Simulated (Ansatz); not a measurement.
## CH4BGa, SMILES [BH]1[CH2][GaH]1: an active-space calculation, step by step

Program: Ansatz 0.2.0, Python API.

Interactive session:
```pycon
>>> from dataclasses import dataclass
>>> import ansatz
>>> @dataclass(frozen=True)
... class Options:
...     basis: str = "def2-SVP"
...
>>> settings = Options()
>>> geometry = (
...     ansatz.Crystal.molecule()
...     .atom("B", (-0.633, -0.3307, -0.4587))
...     .atom("C", (0.2047, 0.3276, 0.6859))
...     .atom("Ga", (1.0787, -0.1193, -0.885))
...     .atom("H", (-1.5058, -0.1783, -1.2346))
...     .atom("H", (-0.4303, 0.5535, 1.545))
...     .atom("H", (0.6899, 1.2783, 0.3246))
...     .atom("H", (0.657, -1.5991, -0.0228))
... )
>>> job = (
...     geometry.calculation()
...     .basis(gaussian=settings.basis)
...     .correlation(active_electrons=4, active_orbitals=4)
... )
>>> for method in ["sc_nevpt2"]:
...     summary = (job if method is None else job.correlation(method)).run().report
...     space = summary["configurations"]
...     state = space["states"][0]
...     print(method or "casscf", f"total {summary['free_energy_ev'] / 27.211386246:.6f} Ha, active-space state {state['energy']['hartree']:.6f} Ha, mean field {summary['reference_energy_ev'] / 27.211386246:.6f} Ha")
...     print("  determinants", state["n_determinants"], " natural occupations", [round(n, 3) for n in space["natural_occupations"]])
...
RunWarning: the results are in doubt because another end's mean lies 0.174 eV lower, and its corrected mean 0.047 eV higher
sc_nevpt2 total -1987.983239 Ha, active-space state -1987.552597 Ha, mean field -1987.506732 Ha
  determinants 36  natural occupations [1.929, 1.843, 0.181, 0.048]
>>> print("effectively unpaired electrons, sum of min(n, 2 - n):", round(sum(min(n, 2 - n) for n in space["natural_occupations"]), 3))
effectively unpaired electrons, sum of min(n, 2 - n): 0.457
```

Total energies depend on the basis set; only differences at equal settings carry meaning. Warnings are shown shortened and without file and line. The geometry is a force-field or estimated start, not a minimum of this method, and the basis set is short of its limit. The active space starts as a window about the frontier orbitals and is then optimised, not chosen by chemistry. A lower CASSCF solution was found and passed over, so the printed active-space state isn't the lowest. Run time: 9.6 s on 1 thread of Arm Neoverse V1, on a shared host, peak memory 0.22 GiB.

(Lines on the test bed's own set-up are left out of the output.)
